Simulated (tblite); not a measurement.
# CH9B4N3: the cost of one run

Programs: tblite 0.8.0 and PySCF 2.14.0, with density-fitted response routines of our own. Each step states its level of theory. These are calculated values for one molecule in the gas phase, unless marked as measured. Atoms are numbered from 0 throughout.

**1. The starting structure**

17 atoms, charge 0, multiplicity 1; geometry from: force field or distance geometry start.

Bonds of the start (Å): B0–N1 1.51, N1–B2 1.52, B2–N3 1.55, N3–B4 1.53, B4–C5 1.59, B4–N6 1.53, N6–B7 1.51, B7–N1 1.52, B0–H8 1.19, B0–H9 1.19, B2–H10 1.18, N3–H11 1.04, C5–H12 1.10, C5–H13 1.11, C5–H14 1.11, N6–H15 1.05, B7–H16 1.20.

**2. Geometry optimisation with GFN2-xTB**

What the job is given:

```
{"job": {"kind": "relax", "xc": "GFN2-xTB", "basis": "xTB"}, "charge": 0, "multiplicity": 1}
B      2.830800     0.357600    -0.017000
N      1.540100     0.091600    -0.754000
B      0.642400    -0.920200    -0.064900
N     -0.785500    -0.939000    -0.660400
B     -1.420600     0.371900    -0.199800
C     -2.461800     0.303300     1.002600
N     -0.490200     1.583900    -0.127200
B      0.708200     1.331200    -1.015400
H      3.639900     1.005100    -0.598600
H      3.273300    -0.518800     0.652400
H      0.896500    -1.477700     0.938700
H     -0.628200    -0.887600    -1.691200
H     -3.119000    -0.573800     0.962700
H     -3.027000     1.262000     0.946900
H     -1.844900     0.366000     1.918200
H     -0.254100     1.783200     0.872200
H      0.493200     1.522900    -2.175400
```

Started as:

```bash
$ OMP_NUM_THREADS=1 python probes_run.py task.json out
```

This one command runs all jobs of the session in turn.

Q: Estimate the wall time and peak memory of this first job on 1 thread of Arm Neoverse N1, shared host.

About 1.1 s, with a peak of 0.18 GiB.
